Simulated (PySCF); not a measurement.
# [Cs9]+: other functionals and bases at one geometry

Aim: see how levels, charges and forces of [Cs9]+ depend on the level of theory. The species was built from a template and needn't be a known compound.

Program: PySCF 2.14.0. Level of theory: several levels, as the steps say, no spin–orbit coupling. These are calculated values, not measurements.

3 further runs of the same task are left out: 2 for a known fault of the program, 1 that didn't finish.

## (1) Where the work starts

9 atoms, charge 1, spin multiplicity 1.

No contacts short enough for the rule that draws bonds.

Geometry (Å):

| atom | x (Å) | y (Å) | z (Å) |
| --- | --- | --- | --- |
| Cs1 | 3.76243 | 0.00000 | -2.91099 |
| Cs2 | 0.00000 | 3.76243 | -2.91099 |
| Cs3 | -3.76243 | 0.00000 | -2.91099 |
| Cs4 | 0.00000 | -3.76243 | -2.91099 |
| Cs5 | 2.67863 | 2.67863 | 1.55728 |
| Cs6 | -2.67863 | 2.67863 | 1.55728 |
| Cs7 | -2.67863 | -2.67863 | 1.55728 |
| Cs8 | 2.67863 | -2.67863 | 1.55728 |
| Cs9 | 0.00000 | 0.00000 | 5.41484 |

An earlier session relaxed this geometry at PBE, Cs def2-SVP with ECP46 (singlet, point group C4v).

At PBE on the finer grid: E = -181.363196 Eh, HOMO -4.36 eV, LUMO -3.57 eV, Mulliken charge on Cs1 -0.01 e, largest force component 0.007 eV/Å. The gap is small, and the closed shell wasn't tested for a lower spin-broken solution.

Levels to run: CAM-B3LYP; M06-L; TPSS; BP86; PBE, TZVP. Hardware: 8 threads of Arm Neoverse N1, shared host.

## (2) CAM-B3LYP

run.py (the lines that set the calculation) reads:

```python
mol = gto.M(atom='''
Cs     3.76243     0.00000    -2.91099
Cs     0.00000     3.76243    -2.91099
Cs    -3.76243     0.00000    -2.91099
Cs     0.00000    -3.76243    -2.91099
Cs     2.67863     2.67863     1.55728
Cs    -2.67863     2.67863     1.55728
Cs    -2.67863    -2.67863     1.55728
Cs     2.67863    -2.67863     1.55728
Cs     0.00000     0.00000     5.41484''',
    basis={'Cs': 'def2-SVP'},
    ecp={'Cs': 'def2-SVP'},
    charge=1, spin=0)
mf = dft.RKS(mol, xc='CAMB3LYP')
mf.grids.atom_grid = (75, 302)
mf = mf.density_fit()  # fitting sets: Cs def2-universal-JKFIT
mf.conv_tol = 1e-08; mf.max_cycle = 55
mf.kernel(dm0)  # dm0: the density of the relaxed state
```

Launch:

```bash
$ OMP_NUM_THREADS=8 python run.py
```

## (3) M06-L

Changes to run.py (the lines that set the calculation) since step 2:

```diff
@@ -13,3 +13,3 @@
     charge=1, spin=0)
-mf = dft.RKS(mol, xc='CAMB3LYP')
+mf = dft.RKS(mol, xc='M06L')
 mf.grids.atom_grid = (75, 302)
```

## (4) TPSS

Changes to run.py (the lines that set the calculation) since step 3:

```diff
@@ -13,3 +13,3 @@
     charge=1, spin=0)
-mf = dft.RKS(mol, xc='M06L')
+mf = dft.RKS(mol, xc='TPSS')
 mf.grids.atom_grid = (75, 302)
```

## (5) BP86

Changes to run.py (the lines that set the calculation) since step 4:

```diff
@@ -13,3 +13,3 @@
     charge=1, spin=0)
-mf = dft.RKS(mol, xc='TPSS')
+mf = dft.RKS(mol, xc='B88,P86')
 mf.grids.atom_grid = (75, 302)
```

## (6) PBE, TZVP

Basis: Cs def2-TZVP with ECP46. 

Changes to run.py (the lines that set the calculation) since step 5:

```diff
@@ -10,6 +10,6 @@
 Cs     0.00000     0.00000     5.41484''',
-    basis={'Cs': 'def2-SVP'},
-    ecp={'Cs': 'def2-SVP'},
+    basis={'Cs': 'def2-TZVP'},
+    ecp={'Cs': 'def2-TZVP'},
     charge=1, spin=0)
-mf = dft.RKS(mol, xc='B88,P86')
+mf = dft.RKS(mol, xc='PBE')
 mf.grids.atom_grid = (75, 302)
@@ -17,2 +17,2 @@
 mf.conv_tol = 1e-08; mf.max_cycle = 55
-mf.kernel(dm0)  # dm0: the density of the relaxed state
+mf.kernel(dm0)  # dm0: free metal ions and neutral atoms
```

What does the calculation give? Wanted: for each run, HOMO; gap; charge on Cs1; dipole; largest force.

The runs gave:

| level | state | HOMO (eV) | gap (eV) | charge on Cs1 (e) | dipole (D) | largest force (eV/Å) | basis functions | time |
| --- | --- | --- | --- | --- | --- | --- | --- | --- |
| PBE (relaxed here) | singlet | -4.36 | 0.79 | -0.01 | 0.18 | 0.01 | 216 | 39 s |
| CAM-B3LYP | singlet | -5.01 | 2.34 | -0.04 | 0.29 | 0.03 | 216 | 34 s |
| M06-L | singlet | -4.09 | 0.60 | 0.16 | 0.47 | 0.11 | 216 | 35 s |
| TPSS | singlet | -4.21 | 0.79 | 0.02 | 0.07 | 0.06 | 216 | 28 s |
| BP86 | singlet | -4.44 | 0.80 | -0.03 | 0.33 | 0.01 | 216 | 75 s |
| PBE, TZVP | singlet | -4.33 | 0.76 | -0.09 | 0.16 | 0.02 | 261 | 28 s |

Times are on 8 threads of Arm Neoverse N1, shared host; the first row also made further properties. The dipole of a charged species depends on the origin, so these sizes hold for this origin alone.

In one basis the HOMO–LUMO gap runs from 0.60 eV (M06-L) to 2.34 eV (CAM-B3LYP). The largest leftover force, 0.11 eV/Å with M06-L, stands at a geometry relaxed at another level. The Mulliken charge on Cs spans -0.09 to +0.16 e over the levels. Total energies of different levels can't be compared. Spin–orbit coupling is left out throughout.
